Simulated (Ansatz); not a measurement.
**SbI₃: geometry at several levels**

One table from this session's results is given with a row withheld; the runs are named, their logs left out.

Program: Ansatz 0.2.0. Level of theory: the levels named in each step. These are calculated values, not measurements.

## The starting structure

Bond lengths: I1–Sb2 2.743 Å, Sb2–I3 2.743 Å, Sb2–I4 2.743 Å. Angles: I1–Sb2–I3 98.3°, I1–Sb2–I4 98.3°, I3–Sb2–I4 98.3°.

Coordinates:

```xyz
4

I    -1.2266   -2.0566   -0.3296
Sb   -0.0022   -0.0014    1.0131
I    -1.1670    2.0918   -0.3240
I     2.3959   -0.0340   -0.3184
```

The first run:

File input.yaml:

```yaml
crystal:
  periodic: [false, false, false]
  atoms:
    - { symbol: I, position_ang: [-1.22656, -2.0566, -0.32965] }
    - { symbol: Sb, position_ang: [-0.00218, -0.00144, 1.01309] }
    - { symbol: I, position_ang: [-1.16701, 2.09185, -0.32397] }
    - { symbol: I, position_ang: [2.39587, -0.03396, -0.3184] }
basis:
  gaussian: { orbitals: def2-SVP }
hamiltonian:
  xc: pbe
  dispersion: d4
relax:
  f_tol: 0.03
  max_steps: 200
```

Run with:

```
> ansatz run input.yaml --threads 2 --pin off --max-ram 5120MiB --backend cpu --events-out ev --progress --plain --runs-dir out
```

Among the steps run: A rough first relaxation, PBE-D4/def2-SVP; Relaxation, HF/def2-SVP; Relaxation, LDA/def2-SVP; Relaxation, PBE-D4/def2-SVP; Relaxation, PBE0-D4/def2-TZVPP; Relaxation, MP2/def2-TZVPP.

One of the session's tables, all rows but one given; the rest of the session is left out.

| level | I1–Sb2 (Å) | Sb2–I3 (Å) | Sb2–I4 (Å) | dipole (D) |
| --- | --- | --- | --- | --- |
| HF/def2-SVP | ? | ? | ? | ? |
| LDA/def2-SVP | 2.7257 | 2.7257 | 2.7257 | 1.51 |
| PBE-D4/def2-SVP | 2.7637 | 2.7637 | 2.7637 | 1.68 |
| PBE0-D4/def2-TZVPP | 2.7162 | 2.7162 | 2.7162 | 1.49 |
| MP2/def2-TZVPP | 2.6940 | 2.6940 | 2.6940 | 1.57 |

**Question.** Estimate the row for HF/def2-SVP.

The run gave: I1–Sb2 (Å): 2.7426; Sb2–I3 (Å): 2.7426; Sb2–I4 (Å): 2.7426; dipole (D): 2.09. In the column «I1–Sb2 (Å)» it lies between LDA/def2-SVP (2.7257) and PBE-D4/def2-SVP (2.7637).
